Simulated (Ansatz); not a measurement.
# C₂H₈F₂MoO₄: one species, many methods

One table from this session's results is given with a row withheld; the runs are named, their logs left out.

Computed with Ansatz 0.2.0, Gaussian basis. Level: functionals in def2-TZVPP, the program's frozen cores in correlated methods.

Plan: LDA (SPW92), PBE-D4, revPBE-D4, BLYP-D4, r2SCAN-D4, B97M-V, PBE0-D4, B3LYP-D4, r2SCANh-D4, r2SCAN0-D4, HSE06-D4, BHLYP-D4, CAM-B3LYP-D4, LC-ωPBE, ωB97X-V, ωB97M-V, B2PLYP, PBE-QIDH; CCSD(T)/def2-SVP; CCSD(T)/def2-TZVPP; MP2/def2-QZVPP; extrapolation to the limit; RPA on PBE.

## Structure used throughout

All runs share one geometry, relaxed beforehand with PBE0-D4 in a triple-zeta def2 set. Mo takes the def2 core potential; no spin-orbit term is included.

SMILES `C[O][Mo]([OH])([OH])([F])([F])[O]C`, 17 atoms, charge 0, spin multiplicity 1.

Atoms are counted from 1 here; the program's logs count them from 0.

Bond lengths: C1–O2 1.392 Å, C1–H10 1.094 Å, C1–H11 1.093 Å, C1–H12 1.093 Å, O2–Mo3 1.822 Å, Mo3–O4 1.898 Å, Mo3–O5 1.916 Å, Mo3–F6 1.887 Å, Mo3–F7 1.851 Å, Mo3–O8 1.848 Å, O4–H13 0.961 Å, O5–H14 0.961 Å, O8–C9 1.393 Å, C9–H15 1.097 Å, C9–H16 1.095 Å, C9–H17 1.092 Å. Angles: O2–C1–H10 108.9°, O2–C1–H11 109.3°, O2–C1–H12 108.9°, H10–C1–H11 110.1°, H10–C1–H12 110.0°, H11–C1–H12 109.5°, C1–O2–Mo3 144.2°, O2–Mo3–O4 165.0°, O2–Mo3–O5 80.4°, O2–Mo3–F6 96.9°, O2–Mo3–F7 96.3°, O2–Mo3–O8 95.1°, O4–Mo3–O5 84.6°, O4–Mo3–F6 98.1°, O4–Mo3–F7 84.7°, O4–Mo3–O8 87.5°, O5–Mo3–F6 175.6°, O5–Mo3–F7 94.6° and more.

Set-up of the first run:

File in.yaml:

```yaml
crystal:
  periodic: [false, false, false]
  atoms:
    - {symbol: C, position_ang: [2.789751, 0.229772, -0.228985]}
    - {symbol: O, position_ang: [1.542699, 0.463500, 0.342434]}
    - {symbol: Mo, position_ang: [-0.225730, 0.710832, -0.020985]}
    - {symbol: O, position_ang: [-1.915207, 0.898284, -0.864988]}
    - {symbol: O, position_ang: [0.427039, 0.420838, -1.798406]}
    - {symbol: F, position_ang: [-0.766719, 1.096163, 1.744765]}
    - {symbol: F, position_ang: [-0.153917, 2.557243, -0.137544]}
    - {symbol: O, position_ang: [-0.725871, -1.014498, 0.414925]}
    - {symbol: C, position_ang: [-1.740046, -1.552500, 1.203723]}
    - {symbol: H, position_ang: [2.679835, 0.189642, -1.316540]}
    - {symbol: H, position_ang: [3.186548, -0.717915, 0.144584]}
    - {symbol: H, position_ang: [3.464988, 1.043450, 0.048135]}
    - {symbol: H, position_ang: [-2.361519, 0.126525, -1.222929]}
    - {symbol: H, position_ang: [-0.193464, 0.627186, -2.501943]}
    - {symbol: H, position_ang: [-2.710146, -1.447204, 0.702523]}
    - {symbol: H, position_ang: [-1.781145, -1.019663, 2.159082]}
    - {symbol: H, position_ang: [-1.536097, -2.612053, 1.372449]}
basis:
  gaussian: {orbitals: def2-TZVPP}
hamiltonian: {xc: lda}
output: {orbitals: {seedname: orbitals}}
```

Command:

```
ansatz run in.yaml --threads 4 --pin off --events-out ev --progress --plain --max-ram 66560MiB --backend cuda --devices 0, --max-vram 37GiB
```

Among the steps run: LDA; PBE-D4 (GGA); revPBE-D4 (GGA); BLYP-D4 (GGA); r2SCAN-D4 (meta-GGA); B97M-V (meta-GGA); B3LYP-D4 (hybrid); r2SCANh-D4 (hybrid); r2SCAN0-D4 (hybrid); HSE06-D4 (hybrid); BHLYP-D4 (hybrid); CAM-B3LYP-D4 (range-separated); LC-ωPBE (range-separated); ωB97X-V (range-separated); ωB97M-V (range-separated); B2PLYP (double hybrid); PBE-QIDH (double hybrid).

One of the session's tables, all rows but one given; the rest of the session is left out.

It belongs to the step «Orbital energies across the functionals». 

```
  functional  HOMO (eV)  LUMO (eV)  gap (eV)
 LDA (SPW92)      -7.25      -3.79      3.46
      PBE-D4      -7.07      -3.61      3.47
   revPBE-D4      -7.00      -3.53      3.47
     BLYP-D4      -6.99      -3.55      3.45
   r2SCAN-D4      -7.44      -3.69      3.74
      B97M-V      -7.55      -3.73      3.82
     PBE0-D4      -8.66      -3.10      5.55
    B3LYP-D4      -8.43      -3.31      5.11
  r2SCANh-D4      -8.03      -3.49      4.54
  r2SCAN0-D4      -8.92      -3.16      5.76
    HSE06-D4      -8.25      -3.47      4.78
    BHLYP-D4     -10.19      -2.45      7.75
CAM-B3LYP-D4          ?          ?         ?
     LC-ωPBE     -11.38      -1.00     10.38
     ωB97X-V     -11.06      -1.07      9.99
     ωB97M-V     -11.00      -1.09      9.90
```

Estimate the missing values for CAM-B3LYP-D4.

**Answer.** HOMO (eV): -10.09; LUMO (eV): -2.12; gap (eV): 7.97. In the column «HOMO (eV)» it lies between BHLYP-D4 (-10.19) and r2SCAN0-D4 (-8.92).
